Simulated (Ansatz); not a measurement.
# Sn2GeTe4: the cost of one run

Method: DFT PBE, scalar-relativistic, plane waves, PAW, unless a step names another level, in Ansatz 0.2.0.

4 further runs of the same task are left out: 3 that didn't finish, 1 set aside as unsound or not needed.

## (1) The starting structure

Symmetry: R-3m, No. 166, trigonal system. The conventional cell has a = 4.265 Å, b = 4.265 Å, c = 41.876 Å, α = 90.00°, β = 90.00°, γ = 120.00°. Sn (site symmetry 3m) has 6 Te at 2.98 to 3.22 Å as nearest neighbours. Ge (site symmetry -3m) is surrounded by 6 Te at 2.98 Å. Around Te (site symmetry 3m) lie 3 Sn at 2.98 Å. Around Te (site symmetry 3m) lie 3 Ge at 2.98 Å and 3 Sn at 3.22 Å.

Structure file:

```
CELL_PARAMETERS angstrom
2.13234 1.23111 13.95877
-2.13234 1.23111 13.95877
0.00000 -2.46222 13.95877
ATOMIC_POSITIONS crystal
Sn 0.42319 0.42319 0.42319
Sn 0.57681 0.57681 0.57681
Ge 0.00000 0.00000 0.00000
Te 0.12996 0.12996 0.12996
Te 0.87004 0.87004 0.87004
Te 0.70688 0.70688 0.70688
Te 0.29312 0.29312 0.29312
```

It came out lowest among 22 distinct ends of the trial cells. At a tolerance of 0.05 Å it has space group R-3m (No. 166).

## (2) Static run: bands, density of states and charges

The input, input.yaml:

```yaml
crystal:
  lattice:
    - [2.1323408997, 1.2311075925, 13.9587664351]
    - [-2.1323408997, 1.2311075925, 13.9587664351]
    - [0.0, -2.4622151849, 13.9587664351]
  atoms:
    - { symbol: Sn, position: [0.4231933445, 0.4231933445, 0.4231933445] }
    - { symbol: Sn, position: [0.5768066555, 0.5768066555, 0.5768066555] }
    - { symbol: Ge, position: [0.0, 0.0, 0.0] }
    - { symbol: Te, position: [0.1299609521, 0.1299609521, 0.1299609521] }
    - { symbol: Te, position: [0.8700390479, 0.8700390479, 0.8700390479] }
    - { symbol: Te, position: [0.7068834738, 0.7068834738, 0.7068834738] }
    - { symbol: Te, position: [0.2931165262, 0.2931165262, 0.2931165262] }
basis:
  ecutwfc: 420
kpoints:
  mp_grid: { grid: [12, 12, 12] }
  band_path:
    path:
      - [[0.0, 0.0, 0.0], [0.5, 0.5, 0.5], [0.82814764, 0.17185236, 0.5]]
      - [[0.5, -0.17185236, 0.17185236], [0.5, 0.0, 0.0], [0.0, 0.0, 0.0], [0.33592618, -0.33592618, 0.0]]
      - [[0.66407382, 0.0, 0.33592618], [0.5, 0.0, 0.5], [0.0, 0.0, 0.0]]
    npoints: 14
hamiltonian:
  xc: pbe
scf:
  occupations: { method: gaussian, width: 0.1 }
  n_extra_bands: 17
output:
  forces: true
  stress: true
  eigenvalues: true
  populations: true
  dos: { projected: true, de: 0.02, nscf_kmesh: { grid: [15, 15, 15] } }
  bader: true
  write_density: true
  write_potential: true
  elf: true
  volumetric_format: npy
```

Started as:

```console
$ ansatz run input.yaml --threads 1 --pin off --max-ram 2560MiB --backend cpu --events-out ev --progress --plain --runs-dir out
```

**Question.** How long does this run take on 1 thread of Intel Xeon at 2.70GHz, shared host, and how much memory does it need?

About 9.3 min, with a peak of 1.9 GiB.
